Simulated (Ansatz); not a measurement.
**H6SSiSn: one molecule under many settings**

How do the results and run time of H6SSiSn respond when the settings are drawn wide?

The runs use Ansatz 0.2.0, Gaussian basis; the settings change from run to run.

## Step 1: The geometry

An earlier PBE0-D4 in a triple-zeta def2 set relaxation fixed the geometry. Sn takes a core potential in def2 sets; no spin-orbit term is included.

SMILES `S[SiH2][SnH3]`, 9 atoms, charge 0, spin multiplicity 1.

Atoms are counted from 1 here; the program's logs count them from 0.

Bond lengths: S1–Si2 2.145 Å, S1–H4 1.344 Å, Si2–Sn3 2.564 Å, Si2–H5 1.488 Å, Si2–H6 1.485 Å, Sn3–H7 1.709 Å, Sn3–H8 1.709 Å, Sn3–H9 1.706 Å. Angles: Si2–S1–H4 95.0°, S1–Si2–Sn3 111.0°, S1–Si2–H5 111.4°, S1–Si2–H6 104.1°, Sn3–Si2–H5 110.6°, Sn3–Si2–H6 111.1°, H5–Si2–H6 108.4°, Si2–Sn3–H7 109.1°, Si2–Sn3–H8 111.9°, Si2–Sn3–H9 110.4°, H7–Sn3–H8 108.3°, H7–Sn3–H9 108.4°, H8–Sn3–H9 108.7°.

## Step 2: PBE-QIDH/def2-TZVPD

File in.yaml:

```yaml
crystal:
  periodic: [false, false, false]
  atoms:
    - {symbol: S, position_ang: [-2.301981, 0.703844, -0.721499]}
    - {symbol: Si, position_ang: [-0.273865, 1.130048, -0.169413]}
    - {symbol: Sn, position_ang: [0.941848, -0.998608, 0.581008]}
    - {symbol: H, position_ang: [-1.983867, -0.254374, -1.608433]}
    - {symbol: H, position_ang: [0.463992, 1.791097, -1.280221]}
    - {symbol: H, position_ang: [-0.399459, 2.096559, 0.951454]}
    - {symbol: H, position_ang: [0.779429, -2.191489, -0.632489]}
    - {symbol: H, position_ang: [2.607780, -0.722591, 0.840958]}
    - {symbol: H, position_ang: [0.254724, -1.600787, 2.021436]}
basis:
  gaussian: {orbitals: def2-TZVPD}
hamiltonian: {xc: {name: PBE-QIDH}}
```

The run is started by

```sh
$ ansatz run in.yaml --threads 2 --pin off --events-out ev --progress --plain --max-ram 4352MiB
```

The program printed:

```text
Functional definition: PBE-QIDH
  name "PBE-QIDH"
  cite "Brémond, Sancho-García, Pérez-Jiménez & Adamo, J. Chem. Phys. 141, 031101 (2014) doi:10.1063/1.4890314"
  cite "Perdew, Burke & Ernzerhof, Phys. Rev. Lett. 77, 3865 (1996) doi:10.1103/PhysRevLett.77.3865"
  parameter a = 3^(-1/3)
  parameter c = 1/3
  exchange = (1 - a)*pbe_x + a*exact_x
  correlation = (1 - c)*pbe_c + c*(mp2_os + mp2_ss)
1510 factors; integrals over basis functions are off by at most 9.9e-4 eV
mean field evaluation 1: about -24618.7026 eV, gradient 1.3e1 eV
mean field evaluation 2: about -24618.8479 eV, gradient 1.3e1 eV
mean field evaluation 4: about -24619.5529 eV, gradient 1.9e0 eV
mean field evaluation 8: about -24619.5656 eV, gradient 1.0e-1 eV
mean field evaluation 16: about -24619.5656 eV, gradient 9.8e-5 eV
mean field -24619.56561308 eV, -904.7523485399 hartree, gradient 7.6e-6 eV, S^2 0.000000; 0 other end points of the search recorded, 0 dependent functions left out
14 core orbitals not correlated: weight in the atoms' cores, before any rotation towards them, 1.000 or more for the frozen orbitals, at most 0.000 for the correlated occupied ones
reference -24619.56563568 eV, -904.7523493702 hartree; 15, 15 occupied and 170, 170 virtual orbitals, 1510 factors
second order -19.27530815 eV of doubles, -0.00000000 eV of singles
Total energy: -24625.99073839 eV, -904.9884675399 hartree
```

Wall time 8.5 s (2 threads of Arm Neoverse V1, shared host); peak memory 0.55 GiB.

## Step 3: RPA/x2c-TZVPPall

Set apart from the defaults: charge +1, multiplicity 2, atoms shaken by 0.03 Å.

File in.yaml:

```yaml
crystal:
  periodic: [false, false, false]
  atoms:
    - {symbol: S, position_ang: [-2.283607, 0.642790, -0.692473]}
    - {symbol: Si, position_ang: [-0.275461, 1.128412, -0.150891]}
    - {symbol: Sn, position_ang: [0.928137, -0.946778, 0.546847]}
    - {symbol: H, position_ang: [-2.008439, -0.256122, -1.657326]}
    - {symbol: H, position_ang: [0.394721, 1.765318, -1.292920]}
    - {symbol: H, position_ang: [-0.420650, 2.072194, 0.928365]}
    - {symbol: H, position_ang: [0.724213, -2.244409, -0.641349]}
    - {symbol: H, position_ang: [2.585358, -0.700565, 0.798154]}
    - {symbol: H, position_ang: [0.269843, -1.576676, 2.003205]}
basis:
  gaussian: {orbitals: x2c-TZVPPall}
total_charge: 1
magnetization: {spin_polarized: true, initial_magnetization: 1}
hamiltonian: {xc: {name: HF}}
correlation: {method: rpa}
```

The command is unchanged.

The program printed:

```text
Functional definition: HF
  name "HF"
  cite "Fock, Z. Phys. 61, 126 (1930) doi:10.1007/BF01340294"
  parent pbe
  exchange = exact_x
  correlation = 0
1519 factors; integrals over basis functions are off by at most 9.6e-4 eV
mean field evaluation 1: about -186811.0403 eV, gradient 1.3e1 eV
mean field evaluation 2: about -186811.0380 eV, gradient 1.3e1 eV
mean field evaluation 4: about -186812.7723 eV, gradient 2.5e0 eV
mean field evaluation 8: about -186813.0504 eV, gradient 8.0e-1 eV
mean field evaluation 16: about -186813.1609 eV, gradient 7.4e-5 eV
mean field evaluation 32: about -186812.0709 eV, gradient 8.5e0 eV
mean field -186813.16088294 eV, -6865.2570359395 hartree, gradient 1.9e-6 eV, S^2 0.772256; 4 other end points of the search recorded, 0 dependent functions left out
28 core orbitals not correlated: weight in the atoms' cores, before any rotation towards them, 1.000 or more for the frozen orbitals, at most 0.000 for the correlated occupied ones
reference -186813.16088294 eV, -6865.2570359395 hartree; 15, 14 occupied and 185, 186 virtual orbitals, 1519 factors
Total energy: -186833.56975194 eV, -6866.0070480417 hartree
Relativity: scalar
```

Wall time 31 s (2 threads of Arm Neoverse V1, shared host); peak memory 0.87 GiB.

⟨S²⟩ 0.772.

## Step 4: B3LYP5/def2-mTZVP

Set apart from the defaults: charge +1, multiplicity 2.

File in.yaml:

```yaml
crystal:
  periodic: [false, false, false]
  atoms:
    - {symbol: S, position_ang: [-2.301981, 0.703844, -0.721499]}
    - {symbol: Si, position_ang: [-0.273865, 1.130048, -0.169413]}
    - {symbol: Sn, position_ang: [0.941848, -0.998608, 0.581008]}
    - {symbol: H, position_ang: [-1.983867, -0.254374, -1.608433]}
    - {symbol: H, position_ang: [0.463992, 1.791097, -1.280221]}
    - {symbol: H, position_ang: [-0.399459, 2.096559, 0.951454]}
    - {symbol: H, position_ang: [0.779429, -2.191489, -0.632489]}
    - {symbol: H, position_ang: [2.607780, -0.722591, 0.840958]}
    - {symbol: H, position_ang: [0.254724, -1.600787, 2.021436]}
basis:
  gaussian: {orbitals: def2-mTZVP}
total_charge: 1
magnetization: {spin_polarized: true, initial_magnetization: 1}
hamiltonian: {xc: {name: B3LYP5}}
```

Same command.

The program printed, cut to the lines that bear on the results:

```text
Functional definition: B3LYP5
  name "B3LYP5"
  cite "Stephens, Devlin, Chabalowski & Frisch, J. Phys. Chem. 98, 11623 (1994) doi:10.1021/j100096a001"
  cite "Becke, Phys. Rev. A 38, 3098 (1988) doi:10.1103/PhysRevA.38.3098"
  cite "Lee, Yang & Parr, Phys. Rev. B 37, 785 (1988) doi:10.1103/PhysRevB.37.785"
  cite "Vosko, Wilk & Nusair, Can. J. Phys. 58, 1200 (1980) doi:10.1139/p80-159"
[...]
1025 factors; integrals over basis functions are off by at most 8.6e-4 eV
[...]
mean field -24630.66326100 eV, -905.1601795787 hartree, gradient 2.7e-5 eV, S^2 0.754665; 0 other end points of the search recorded, 0 dependent functions left out
reference -24630.66357136 eV, -905.1601909839 hartree; 29, 28 occupied and 69, 70 virtual orbitals, 1025 factors
Total energy: -24630.66357136 eV, -905.1601909839 hartree
```

It took 3.6 s on 2 threads of Arm Neoverse V1, shared host; peak memory 0.29 GiB.

⟨S²⟩ 0.755.

## Step 5: B97M-V/def2-mTZVPP

Options: high accuracy.

Changes to in.yaml since step 4:

```diff
@@ -13,5 +13,5 @@
 basis:
-  gaussian: {orbitals: def2-mTZVP}
-total_charge: 1
-magnetization: {spin_polarized: true, initial_magnetization: 1}
-hamiltonian: {xc: {name: B3LYP5}}
+  gaussian: {orbitals: def2-mTZVPP}
+hamiltonian: {xc: {name: B97M-V}}
+accuracy: high
+output: {forces: true}
```

Same command.

The program printed, cut to the lines that bear on the results:

```text
Functional definition: B97M-V
  name "B97M-V"
  cite "Mardirossian & Head-Gordon, J. Chem. Phys. 142, 074111 (2015) doi:10.1063/1.4907719"
  cite "Becke, J. Chem. Phys. 107, 8554 (1997) doi:10.1063/1.475007"
  cite "Vydrov & Van Voorhis, J. Chem. Phys. 133, 244103 (2010) doi:10.1063/1.3521275"
  # Of w^i u^j: cxij and so on, Table III.
[...]
  gx(w, u) = cx00 + cx01*u + cx02*u^2 + (cx10 + cx11*u)*w
  gss(w, u) = css00 + css02*u^2 + css10*w + (css32*w^3 + css42*w^4)*u^2
  gos(w, u) = cos00 + cos01*u + cos03*u^3 + cos10*w + cos32*w^3*u^2
[...]
      + integral(e_c_pw_mod_opposite_spin*gos(b97_w_opposite, b97_u_opposite)) + vv10(b, c)
2574 factors; integrals over basis functions are off by at most 4.1e-9 eV
[...]
mean field -24638.24744588 eV, -905.4388932323 hartree, gradient 2.5e-8 eV, S^2 0.000000; 0 other end points of the search recorded, 0 dependent functions left out
[...]
Total energy: -24638.24745408 eV, -905.4388935334 hartree
Atom 0 at    -2.301981     0.703844    -0.721499 Å, force    -0.118606    -0.019026    -0.021867 eV/Å
Atom 1 at    -0.273865     1.130048    -0.169413 Å, force     0.072880     0.145510     0.003684 eV/Å
Atom 2 at     0.941848    -0.998608     0.581008 Å, force    -0.022878     0.046025    -0.001538 eV/Å
Atom 3 at    -1.983867    -0.254374    -1.608433 Å, force    -0.006854    -0.009653    -0.014305 eV/Å
Atom 4 at     0.463992     1.791097    -1.280221 Å, force    -0.022586     0.014557     0.040963 eV/Å
Atom 5 at    -0.399459     2.096559     0.951454 Å, force     0.010736    -0.012184    -0.056293 eV/Å
Atom 6 at     0.779429    -2.191489    -0.632489 Å, force    -0.009194    -0.110642    -0.097373 eV/Å
Atom 7 at     2.607780    -0.722591     0.840958 Å, force     0.145302     0.008870     0.025591 eV/Å
Atom 8 at     0.254724    -1.600787     2.021436 Å, force    -0.048800    -0.063457     0.121137 eV/Å
Dipole moment:     0.134649    -0.057503    -0.074457 e Å
```

Run time: 61 s. Hardware: 2 threads of Arm Neoverse V1, shared host; peak memory 0.69 GiB.

Largest force 0.163 eV/Å, dipole 0.79 D.

## Step 6: PBE/def2-SVP

Changes to in.yaml since step 5:

```diff
@@ -13,5 +13,3 @@
 basis:
-  gaussian: {orbitals: def2-mTZVPP}
-hamiltonian: {xc: {name: B97M-V}}
-accuracy: high
-output: {forces: true}
+  gaussian: {orbitals: def2-SVP}
+hamiltonian: {xc: {name: PBE}}
```

The command is unchanged.

The program printed:

```text
Functional definition: PBE
  name "PBE"
  cite "Perdew, Burke & Ernzerhof, Phys. Rev. Lett. 77, 3865 (1996) doi:10.1103/PhysRevLett.77.3865"
  parent pbe
  parameter kappa = 0.804
  parameter beta = 0.06672455060314922
  exchange = pbe_x(kappa = kappa, mu = beta*pi^2/3)
  correlation = pbe_c(beta = beta)
1040 factors; their error is unknown
mean field evaluation 1: about -24625.9427 eV, gradient 1.7e1 eV
mean field evaluation 2: about -24626.5199 eV, gradient 1.3e1 eV
mean field evaluation 4: about -24627.0696 eV, gradient 7.9e-1 eV
mean field evaluation 8: about -24627.0202 eV, gradient 9.4e-2 eV
mean field evaluation 16: about -24627.0203 eV, gradient 1.2e-5 eV
mean field -24627.02025408 eV, -905.0263015437 hartree, gradient 1.2e-5 eV, S^2 0.000000; 0 other end points of the search recorded, 0 dependent functions left out
reference -24627.02029614 eV, -905.0263030893 hartree; 29, 29 occupied and 63, 63 virtual orbitals, 1040 factors
Total energy: -24627.02029614 eV, -905.0263030893 hartree
```

Run time: 1.2 s. Hardware: 2 threads of Arm Neoverse V1, shared host.

## Step 7: wPBEh/STO-3G

Options: multiplicity 3, atoms shaken by 0.08 Å, the search for lower states set to off.

File in.yaml:

```yaml
crystal:
  periodic: [false, false, false]
  atoms:
    - {symbol: S, position_ang: [-2.430859, 0.667667, -0.787949]}
    - {symbol: Si, position_ang: [-0.194647, 1.049729, -0.132393]}
    - {symbol: Sn, position_ang: [1.058652, -0.956760, 0.575985]}
    - {symbol: H, position_ang: [-1.963216, -0.338627, -1.486298]}
    - {symbol: H, position_ang: [0.460337, 1.668778, -1.204868]}
    - {symbol: H, position_ang: [-0.378832, 2.205399, 0.892995]}
    - {symbol: H, position_ang: [0.718267, -2.344243, -0.685538]}
    - {symbol: H, position_ang: [2.734785, -0.804290, 0.927893]}
    - {symbol: H, position_ang: [0.309712, -1.599812, 2.031453]}
basis:
  gaussian: {orbitals: STO-3G}
magnetization: {spin_polarized: true, initial_magnetization: 2}
hamiltonian: {xc: {name: wPBEh}}
scf: {lower_state_search: off}
```

Launched as before.

The program printed, cut to the lines that bear on the results:

```text
Functional definition: wPBEh
  name "wPBEh"
  cite "Heyd, Scuseria & Ernzerhof, J. Chem. Phys. 118, 8207 (2003) doi:10.1063/1.1564060"
  cite "Krukau, Vydrov, Izmaylov & Scuseria, J. Chem. Phys. 125, 224106 (2006) doi:10.1063/1.2404663"
  cite "Heyd & Scuseria, J. Chem. Phys. 120, 7274 (2004) doi:10.1063/1.1668634"
  cite "Ernzerhof & Perdew, J. Chem. Phys. 109, 3313 (1998) doi:10.1063/1.476928"
  cite "Perdew, Burke & Ernzerhof, Phys. Rev. Lett. 77, 3865 (1996) doi:10.1103/PhysRevLett.77.3865"
  parent pbe
[...]
630 factors; integrals over basis functions are off by at most 3.4e-5 eV
72 factors; integrals over basis functions are off by at most 2.2e-7 eV
[...]
mean field -180903.55485849 eV, -6648.0830202160 hartree, gradient 8.2e-6 eV, S^2 2.002548; 0 other end points of the search recorded, 0 dependent functions left out
reference -180903.55488044 eV, -6648.0830210225 hartree; 44, 42 occupied and 7, 9 virtual orbitals, 630 factors
Total energy: -180903.55488044 eV, -6648.0830210225 hartree
Checks for a lower state left out: stability, starts, cluster_reference, orbital_swaps, neighbouring_geometries, increment
```

It took 1.5 s on 2 threads of Arm Neoverse V1, shared host.

⟨S²⟩ 2.003.

## Step 8: PBE/def2-TZVPP

File in.yaml:

```yaml
crystal:
  periodic: [false, false, false]
  atoms:
    - {symbol: S, position_ang: [-2.301981, 0.703844, -0.721499]}
    - {symbol: Si, position_ang: [-0.273865, 1.130048, -0.169413]}
    - {symbol: Sn, position_ang: [0.941848, -0.998608, 0.581008]}
    - {symbol: H, position_ang: [-1.983867, -0.254374, -1.608433]}
    - {symbol: H, position_ang: [0.463992, 1.791097, -1.280221]}
    - {symbol: H, position_ang: [-0.399459, 2.096559, 0.951454]}
    - {symbol: H, position_ang: [0.779429, -2.191489, -0.632489]}
    - {symbol: H, position_ang: [2.607780, -0.722591, 0.840958]}
    - {symbol: H, position_ang: [0.254724, -1.600787, 2.021436]}
basis:
  gaussian: {orbitals: def2-TZVPP}
hamiltonian: {xc: {name: PBE}}
```

Launched as before.

The program printed:

```text
Functional definition: PBE
  name "PBE"
  cite "Perdew, Burke & Ernzerhof, Phys. Rev. Lett. 77, 3865 (1996) doi:10.1103/PhysRevLett.77.3865"
  parent pbe
  parameter kappa = 0.804
  parameter beta = 0.06672455060314922
  exchange = pbe_x(kappa = kappa, mu = beta*pi^2/3)
  correlation = pbe_c(beta = beta)
1314 factors; their error is unknown
mean field evaluation 1: about -24632.2811 eV, gradient 2.3e1 eV
mean field evaluation 2: about -24632.8652 eV, gradient 2.2e1 eV
mean field evaluation 4: about -24634.0228 eV, gradient 1.3e0 eV
mean field evaluation 8: about -24634.0035 eV, gradient 2.3e-1 eV
mean field evaluation 16: about -24634.0036 eV, gradient 2.8e-5 eV
mean field -24634.00356120 eV, -905.2829333468 hartree, gradient 2.8e-5 eV, S^2 0.000000; 0 other end points of the search recorded, 0 dependent functions left out
reference -24634.00361616 eV, -905.2829353665 hartree; 29, 29 occupied and 189, 189 virtual orbitals, 1314 factors
Total energy: -24634.00361616 eV, -905.2829353665 hartree
```

Run time: 2.9 s. Hardware: 2 threads of Arm Neoverse V1, shared host; peak memory 0.27 GiB.

## Step 9: B3LYP5/def2-mTZVPP

This run has high accuracy.

Changes to in.yaml since step 8:

```diff
@@ -13,3 +13,4 @@
 basis:
-  gaussian: {orbitals: def2-TZVPP}
-hamiltonian: {xc: {name: PBE}}
+  gaussian: {orbitals: def2-mTZVPP}
+hamiltonian: {xc: {name: B3LYP5}}
+accuracy: high
```

The command is unchanged.

The program printed, cut to the lines that bear on the results:

```text
Functional definition: B3LYP5
  name "B3LYP5"
  cite "Stephens, Devlin, Chabalowski & Frisch, J. Phys. Chem. 98, 11623 (1994) doi:10.1021/j100096a001"
  cite "Becke, Phys. Rev. A 38, 3098 (1988) doi:10.1103/PhysRevA.38.3098"
  cite "Lee, Yang & Parr, Phys. Rev. B 37, 785 (1988) doi:10.1103/PhysRevB.37.785"
  cite "Vosko, Wilk & Nusair, Can. J. Phys. 58, 1200 (1980) doi:10.1139/p80-159"
[...]
2574 factors; integrals over basis functions are off by at most 4.1e-9 eV
[...]
mean field -24640.04283824 eV, -905.5048726845 hartree, gradient 2.9e-8 eV, S^2 0.000000; 0 other end points of the search recorded, 0 dependent functions left out
reference -24640.04288578 eV, -905.5048744315 hartree; 29, 29 occupied and 91, 91 virtual orbitals, 2574 factors
Total energy: -24640.04288578 eV, -905.5048744315 hartree
```

Run time: 7.5 s. Hardware: 2 threads of Arm Neoverse V1, shared host; peak memory 0.52 GiB.

## Step 10: SVWN5/def2-SVP

Options: charge +1, multiplicity 2, high accuracy, the search for lower states set to light.

Changes to in.yaml since step 9:

```diff
@@ -13,4 +13,8 @@
 basis:
-  gaussian: {orbitals: def2-mTZVPP}
-hamiltonian: {xc: {name: B3LYP5}}
+  gaussian: {orbitals: def2-SVP}
+total_charge: 1
+magnetization: {spin_polarized: true, initial_magnetization: 1}
+hamiltonian: {xc: {name: SVWN5}}
 accuracy: high
+scf: {lower_state_search: light}
+output: {forces: true}
```

Launched as before.

The program printed, cut to the lines that bear on the results:

```text
Functional definition: SVWN5
  name "SVWN5"
  cite "Dirac, Proc. Camb. Phil. Soc. 26, 376 (1930) doi:10.1017/S0305004100016108"
  cite "Slater, Phys. Rev. 81, 385 (1951) doi:10.1103/PhysRev.81.385"
  cite "Vosko, Wilk & Nusair, Can. J. Phys. 58, 1200 (1980) doi:10.1139/p80-159"
[...]
2113 factors; integrals over basis functions are off by at most 7.7e-9 eV
[...]
mean field -24548.06473025 eV, -902.1247395607 hartree, gradient 2.6e-8 eV, S^2 0.751053; 2 other end points of the search recorded, 0 dependent functions left out
[...]
reference -24548.06473427 eV, -902.1247397084 hartree; 29, 28 occupied and 63, 64 virtual orbitals, 2113 factors
Total energy: -24548.06473427 eV, -902.1247397084 hartree
Atom 0 at    -2.301981     0.703844    -0.721499 Å, force     0.009279     0.215365     0.696691 eV/Å
Atom 1 at    -0.273865     1.130048    -0.169413 Å, force    -0.474507     0.874843     0.202439 eV/Å
Atom 2 at     0.941848    -0.998608     0.581008 Å, force     0.585840    -1.414385     0.366408 eV/Å
Atom 3 at    -1.983867    -0.254374    -1.608433 Å, force     0.119390    -0.411499    -0.742294 eV/Å
Atom 4 at     0.463992     1.791097    -1.280221 Å, force     0.274773    -0.196996    -0.521135 eV/Å
Atom 5 at    -0.399459     2.096559     0.951454 Å, force    -0.077513     0.071476     0.267654 eV/Å
Atom 6 at     0.779429    -2.191489    -0.632489 Å, force    -0.176544     0.159854    -0.223664 eV/Å
Atom 7 at     2.607780    -0.722591     0.840958 Å, force     0.011163     0.453218    -0.108679 eV/Å
Atom 8 at     0.254724    -1.600787     2.021436 Å, force    -0.271879     0.248124     0.062581 eV/Å
Dipole moment:    -0.392741     0.384525    -0.426355 e Å
```

Run time: 6 s. Hardware: 2 threads of Arm Neoverse V1, shared host; peak memory 0.29 GiB.

Largest force 1.574 eV/Å, ⟨S²⟩ 0.751.

## Step 11: All runs side by side

| level | charge | multiplicity | geometry | functions | energy (eV) | time |
| --- | --- | --- | --- | --- | --- | --- |
| PBE-QIDH/def2-TZVPD | 0 | 1 | relaxed | 199 | -24625.991 | 8.5 s |
| RPA/x2c-TZVPPall | 1 | 2 | shaken | 228 | -186833.570 | 31 s |
| B3LYP5/def2-mTZVP | 1 | 2 | relaxed | 98 | -24630.664 | 3.6 s |
| B97M-V/def2-mTZVPP | 0 | 1 | relaxed | 120 | -24638.247 | 61 s |
| PBE/def2-SVP | 0 | 1 | relaxed | 92 | -24627.020 | 1.2 s |
| wPBEh/STO-3G | 0 | 3 | shaken | 51 | -180903.555 | 1.5 s |
| PBE/def2-TZVPP | 0 | 1 | relaxed | 218 | -24634.004 | 2.9 s |
| B3LYP5/def2-mTZVPP | 0 | 1 | relaxed | 120 | -24640.043 | 7.5 s |
| SVWN5/def2-SVP | 1 | 2 | relaxed | 92 | -24548.065 | 6 s |

## Step 12: What came out

| quantity | value |
| --- | --- |
| runs | 9 |
| quickest | PBE/def2-SVP, 1.2 s |
| slowest | B97M-V/def2-mTZVPP, 61 s |
| spread of total energies, same state and geometry | 14.1 eV |

In words: Run time spans a factor of 51, from PBE/def2-SVP to B97M-V/def2-mTZVPP. The jobs differ in tasks and options as well as level. Total energies at one charge and spin differ by 14 eV between levels, so only differences within one level mean anything. At the PBE0-D4/def2-TZVP geometry and in the same state, runs without warnings or point charges leave forces up to 0.16 eV/Å (B97M-V/def2-mTZVPP).
